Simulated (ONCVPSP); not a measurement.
**An ONCV potential for Tm, from input to tests**

Do these settings give a usable potential? It is generated, then checked for transferability, scattering, ghosts and hardness.

Method: ONCVPSP 4.0.1, PBEsol, scalar-relativistic.

## 1. The design

Typed settings, in words:

| Item | Value |
| --- | --- |
| element | thulium (Tm, Z = 69) |
| type | optimised norm-conserving Vanderbilt (ONCV) |
| frozen core | [Kr] 4d10 5s2 |
| valence charge | 21 |
| reference configuration | 4f12.5 5p6 5d0.5 6s2 |
| partial waves | 6s: rc 2.90 bohr, ncon 3, nbas 7, qcut 1.7 1/bohr, 1 projector; 5p: rc 1.85 bohr, ncon 4, nbas 7, qcut 6.5 1/bohr, 2 projectors, debl 2.4 Ha; 5d: rc 2.80 bohr, ncon 4, nbas 9, qcut 4.7 1/bohr, 2 projectors, debl 3 Ha; 4f: rc 0.80 bohr, ncon 4, nbas 9, qcut 22.3 1/bohr, 2 projectors, debl 1.2 Ha |
| local potential | polynomial inside 0.55 bohr (lpopt 5, dvloc0 0 Ha) |
| core correction | not asked for |

## 2. Generating the potential

Input file Tm.dat:

```
# ATOM AND REFERENCE CONFIGURATION
# atsym  z   nc   nv     iexc    psfile
  Tm 69.00   10    4  -116133      upf
#
#   n    l    f
    1    0    2.00
    2    0    2.00
    2    1    6.00
    3    0    2.00
    3    1    6.00
    3    2   10.00
    4    0    2.00
    4    1    6.00
    4    2   10.00
    5    0    2.00
    4    3   12.50
    5    1    6.00
    5    2    0.50
    6    0    2.00
#
# PSEUDOPOTENTIAL AND OPTIMIZATION
# lmax
    3
#
#   l,   rc,      ep,       ncon, nbas, qcut
    0    2.90    0.00    3    7    1.70
    1    1.85    0.00    4    7    6.50
    2    2.80    0.00    4    9    4.70
    3    0.80    0.00    4    9   22.30
#
# LOCAL POTENTIAL
# lloc, lpopt,  rc(5),   dvloc0
    4    5    0.55    0.00
#
# VANDERBILT-KLEINMAN-BYLANDER PROJECTORs
# l, nproj, debl
    0    1    0.30
    1    2    2.40
    2    2    3.00
    3    2    1.20
#
# MODEL CORE CHARGE
# icmod, fcfact, rcfact
    0    0.00    0.00
#
# LOG DERIVATIVE ANALYSIS
# epsh1, epsh2, depsh
   -3.00    5.00    0.02
#
# OUTPUT GRID
# rlmax, drl
    6.00    0.01
#
# TEST CONFIGURATIONS
# ncnf
    4
# nvcnf
#   n    l    f
    4
    4    3   13.00
    5    1    6.00
    5    2    0.00
    6    0    2.00
#
    4
    4    3   13.00
    5    1    6.00
    5    2    0.00
    6    0    1.00
#
    4
    4    3   13.00
    5    1    6.00
    5    2    0.00
    6    0    0.00
#
    4
    4    3   12.00
    5    1    6.00
    5    2    0.00
    6    0    0.00
#
```

Launch:

```console
$ oncvpsp.x < Tm.dat > Tm.out
```

**Question.** What will these runs give? Wanted: cutoffs for 1 and 0.1 mHa per electron, occupied waves; bound ghosts; GHOST(+) flags; largest phase difference near zero energy, channels read.

As calculated:

| quantity | value |
| --- | --- |
| cutoffs for 1 and 0.1 mHa per electron, occupied waves | 203 Ha and 224 Ha |
| bound ghosts | s at -1378.61 eV, s at -348.57 eV, s at -5.52 eV, p at -478.61 eV and 1 more |
| GHOST(+) flags | none at low energy |
| largest phase difference near zero energy, channels read | 3.066 rad |

What this shows: It has a bound ghost (s, p, d), a state that the atom doesn't have, and that rules the file out. By its cutoff, 203 Ha for the looser tolerance, it is very hard. At the looser tolerance the 4f wave is the slowest; 5p needs 14 Ha. Near zero energy the largest phase difference among the channels read is 3.07 rad, in the s channel. A step near π is an extra or missing state, not a misfit of shape. The pseudo curves have a pole with no partner nearby in the atom's: s at -0.21 Ha. All of this concerns the isolated atom, not yet a solid.
